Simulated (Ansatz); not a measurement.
# C₂H₆GaN: up Jacob's ladder to CCSD(T)

An exercise on one series of results from a longer session: the logs are not shown, and one member is left open.

Method: functionals in def2-TZVPP, the program's frozen cores in correlated methods; program: Ansatz 0.2.0, Gaussian basis.

The runs, in order: LDA (SPW92), PBE-D4, revPBE-D4, BLYP-D4, r2SCAN-D4, B97M-V, PBE0-D4, B3LYP-D4, r2SCANh-D4, r2SCAN0-D4, HSE06-D4, BHLYP-D4, CAM-B3LYP-D4, LC-ωPBE, ωB97X-V, ωB97M-V, B2PLYP, PBE-QIDH; CCSD(T)/def2-SVP; CCSD(T)/def2-TZVPP; MP2/def2-QZVPP; extrapolation to the limit; RPA on PBE.

**The relaxed structure**

All runs share one geometry, relaxed beforehand with PBE0-D4 in a triple-zeta def2 set.

10 atoms, charge 0, spin multiplicity 1.

Atoms are counted from 1 here; the program's logs count them from 0.

Bond lengths: C1–C2 1.334 Å, C1–H5 1.085 Å, C1–H6 1.081 Å, C2–N3 1.379 Å, C2–H7 1.088 Å, N3–Ga4 1.834 Å, N3–H8 1.010 Å, Ga4–H9 1.557 Å, Ga4–H10 1.558 Å. Angles: C2–C1–H5 121.9°, C2–C1–H6 120.3°, H5–C1–H6 117.7°, C1–C2–N3 126.7°, C1–C2–H7 119.5°, N3–C2–H7 113.9°, C2–N3–Ga4 127.0°, C2–N3–H8 113.3°, Ga4–N3–H8 119.7°, N3–Ga4–H9 115.6°, N3–Ga4–H10 115.5°, H9–Ga4–H10 128.9°.

Coordinates:

```
C    -1.3844    1.4228   -0.2251
C    -0.5673    0.4962    0.2787
N     0.3563   -0.2539   -0.4183
Ga    1.4833   -1.5298    0.2631
H    -1.3865    1.6728   -1.2809
H    -2.0726    1.9521    0.4187
H    -0.5986    0.2771    1.3438
H     0.3782   -0.0434   -1.4063
H     2.4234   -2.2175   -0.7707
H     1.3681   -1.7764    1.7970
```

Set-up of the first run:

The input, in.yaml:

```yaml
crystal:
  periodic: [false, false, false]
  atoms:
    - {symbol: C, position_ang: [-1.384422, 1.422839, -0.225119]}
    - {symbol: C, position_ang: [-0.567311, 0.496173, 0.278668]}
    - {symbol: N, position_ang: [0.356332, -0.253908, -0.418270]}
    - {symbol: Ga, position_ang: [1.483278, -1.529820, 0.263082]}
    - {symbol: H, position_ang: [-1.386487, 1.672849, -1.280909]}
    - {symbol: H, position_ang: [-2.072570, 1.952101, 0.418709]}
    - {symbol: H, position_ang: [-0.598552, 0.277050, 1.343825]}
    - {symbol: H, position_ang: [0.378208, -0.043372, -1.406273]}
    - {symbol: H, position_ang: [2.423425, -2.217478, -0.770720]}
    - {symbol: H, position_ang: [1.368099, -1.776425, 1.797007]}
basis:
  gaussian: {orbitals: def2-TZVPP}
hamiltonian: {xc: lda}
output: {orbitals: {seedname: orbitals}}
```

Among the steps run: LDA; PBE-D4 (GGA); revPBE-D4 (GGA); BLYP-D4 (GGA); r2SCAN-D4 (meta-GGA); B97M-V (meta-GGA); PBE0-D4 (hybrid); B3LYP-D4 (hybrid); r2SCANh-D4 (hybrid); r2SCAN0-D4 (hybrid); HSE06-D4 (hybrid); BHLYP-D4 (hybrid); CAM-B3LYP-D4 (range-separated); LC-ωPBE (range-separated); ωB97X-V (range-separated); ωB97M-V (range-separated); B2PLYP (double hybrid); PBE-QIDH (double hybrid).

One table of the session follows, with a row left open; its other results are not shown here.

It belongs to the step «Frontier levels by functional». 

| functional | HOMO (eV) | gap (eV) |
| --- | --- | --- |
| LDA (SPW92) | -5.29 | 3.07 |
| PBE-D4 | -5.08 | 3.10 |
| revPBE-D4 | -5.00 | 3.13 |
| BLYP-D4 | -4.94 | 3.02 |
| r2SCAN-D4 | -5.22 | 3.49 |
| B97M-V | -5.25 | 3.32 |
| PBE0-D4 | -6.06 | 4.84 |
| B3LYP-D4 | -5.88 | 4.40 |
| r2SCANh-D4 | -5.60 | 4.14 |
| r2SCAN0-D4 | -6.17 | 5.11 |
| HSE06-D4 | -5.66 | 4.08 |
| BHLYP-D4 | ? | ? |
| CAM-B3LYP-D4 | -7.32 | 6.97 |
| LC-ωPBE | -8.62 | 9.42 |
| ωB97X-V | -8.26 | 8.93 |
| ωB97M-V | -8.19 | 8.65 |

Estimate the missing values for BHLYP-D4.

Worked estimate for «HOMO (eV)». Against the share of exact exchange, BLYP-D4 (0, -4.94), B3LYP-D4 (0.2, -5.88) give a slope of -4.70 per unit share; at 0.5 the line stands at -7.29.

The run gave: HOMO (eV): -6.95; gap (eV): 6.45. In «HOMO (eV)» the line misses by -0.34.
